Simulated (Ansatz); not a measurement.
# CH3BClN: one species, many methods

One table from this session's results is given with a row withheld; the runs are named, their logs left out.

The runs use Ansatz 0.2.0, Gaussian basis; functionals in def2-TZVPP, the program's frozen cores in correlated methods.

Plan: LDA (SPW92), PBE-D4, revPBE-D4, BLYP-D4, r2SCAN-D4, B97M-V, PBE0-D4, B3LYP-D4, r2SCANh-D4, r2SCAN0-D4, HSE06-D4, BHLYP-D4, CAM-B3LYP-D4, LC-ωPBE, ωB97X-V, ωB97M-V, B2PLYP, PBE-QIDH; CCSD(T)/def2-SVP; CCSD(T)/def2-TZVPP; MP2/def2-QZVPP; extrapolation to the limit; RPA on PBE.

## The geometry

An earlier PBE0-D4 in a triple-zeta def2 set relaxation fixed the geometry.

7 atoms, charge 0, spin multiplicity 1.

Atoms are counted from 1 here; the program's logs count them from 0.

Bond lengths: B1–N2 1.362 Å, B1–H5 1.195 Å, B1–H6 1.195 Å, N2–C3 1.226 Å, C3–Cl4 1.745 Å, C3–H7 1.088 Å. Angles: N2–B1–H5 118.6°, N2–B1–H6 118.6°, H5–B1–H6 122.7°, B1–N2–C3 176.1°, N2–C3–Cl4 123.5°, N2–C3–H7 125.0°, Cl4–C3–H7 111.5°.

The first run:

in.yaml

```yaml
crystal:
  periodic: [false, false, false]
  atoms:
    - {symbol: B, position_ang: [-0.196794, 1.329311, -0.177313]}
    - {symbol: N, position_ang: [-0.115287, -0.014285, 0.028246]}
    - {symbol: C, position_ang: [0.038659, -1.219328, 0.190143]}
    - {symbol: Cl, position_ang: [1.553074, -2.043321, -0.082352]}
    - {symbol: H, position_ang: [-0.512863, 1.724755, -1.260279]}
    - {symbol: H, position_ang: [0.031185, 2.063831, 0.737864]}
    - {symbol: H, position_ang: [-0.736774, -1.908965, 0.517890]}
basis:
  gaussian: {orbitals: def2-TZVPP}
hamiltonian: {xc: lda}
output: {orbitals: {seedname: orbitals}}
```

Among the steps run: LDA; PBE-D4 (GGA); revPBE-D4 (GGA); BLYP-D4 (GGA); r2SCAN-D4 (meta-GGA); B97M-V (meta-GGA); PBE0-D4 (hybrid); B3LYP-D4 (hybrid); r2SCANh-D4 (hybrid); r2SCAN0-D4 (hybrid); HSE06-D4 (hybrid); BHLYP-D4 (hybrid); CAM-B3LYP-D4 (range-separated); LC-ωPBE (range-separated); ωB97X-V (range-separated); ωB97M-V (range-separated); B2PLYP (double hybrid); PBE-QIDH (double hybrid).

One table of the session follows, with a row left open; its other results are not shown here.

It belongs to the step «Frontier levels by functional». 

```
  functional  HOMO (eV)  gap (eV)
 LDA (SPW92)      -7.27      4.96
      PBE-D4          ?         ?
   revPBE-D4      -7.12      5.11
     BLYP-D4      -7.04      5.09
   r2SCAN-D4      -7.42      5.52
      B97M-V      -7.48      5.66
     PBE0-D4      -8.41      7.35
    B3LYP-D4      -8.20      6.90
  r2SCANh-D4      -7.88      6.36
  r2SCAN0-D4      -8.58      7.63
    HSE06-D4      -8.01      6.57
    BHLYP-D4      -9.56      9.70
CAM-B3LYP-D4      -9.75      9.87
     LC-ωPBE     -11.11     12.40
     ωB97X-V     -10.73     11.97
     ωB97M-V     -10.58     11.72
```

**Question.** Estimate the row for PBE-D4.

**Answer.** HOMO (eV): -7.16; gap (eV): 5.07. In the column «HOMO (eV)» it lies between LDA (SPW92) (-7.27) and revPBE-D4 (-7.12).
